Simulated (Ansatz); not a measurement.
# GeAu: the cost of one run

Program: Ansatz 0.2.0. Level of theory: DFT PBE, scalar-relativistic, plane waves, PAW. These are calculated values, not measurements.

## (1) Starting point

It takes space group P-6m2 (No. 187, hexagonal). The conventional cell has a = 3.186 Å, b = 3.186 Å, c = 4.290 Å, α = 90.00°, β = 90.00°, γ = 120.00°. Around Ge (site symmetry -6m2) lie 6 Au at 2.83 Å and 6 Ge at 3.19 Å. Au (site symmetry -6m2) is surrounded by 6 Ge at 2.83 Å and 6 Au at 3.19 Å.

Coordinates:

```
Ge Au
1.0
     3.18627    0.00000    0.00000
    -1.59314    2.75939    0.00000
     0.00000    0.00000    4.29045
Ge Au
1 1
Direct
  0.00000 0.00000 0.00000
  0.33333 0.66667 0.50000
```

The cell is invented: close-packed layers stacked AB|A (P-6m2, No. 187). Lengths come from tabulated atomic sizes and are only a guess.

## (2) The guess as it stands, on a coarse mesh

The input, input.yaml:

```yaml
crystal:
  lattice:
    - [3.18627058, 0.0, 0.0]
    - [-1.59313529, 2.75939126, 0.0]
    - [0.0, 0.0, 4.29044972]
  atoms:
    - { symbol: Ge, position: [0.0, 0.0, 0.0] }
    - { symbol: Au, position: [0.33333333, 0.66666667, 0.5] }
basis:
  ecutwfc: 420
kpoints:
  mp_grid: { grid: [6, 6, 4] }
hamiltonian:
  xc: pbe
scf:
  occupations: { method: gaussian, width: 0.1 }
  lower_state_search: "off"
output:
  forces: true
  stress: true
  eigenvalues: true
```

Started as:

```console
$ ansatz run input.yaml --threads 1 --pin off --max-ram 2048MiB --backend cpu --events-out ev --progress --plain --runs-dir out
```

Q: Estimate wall time and peak memory on 1 thread of Arm Neoverse V1, shared host.

About 1.6 s, with a peak of 0.29 GiB.
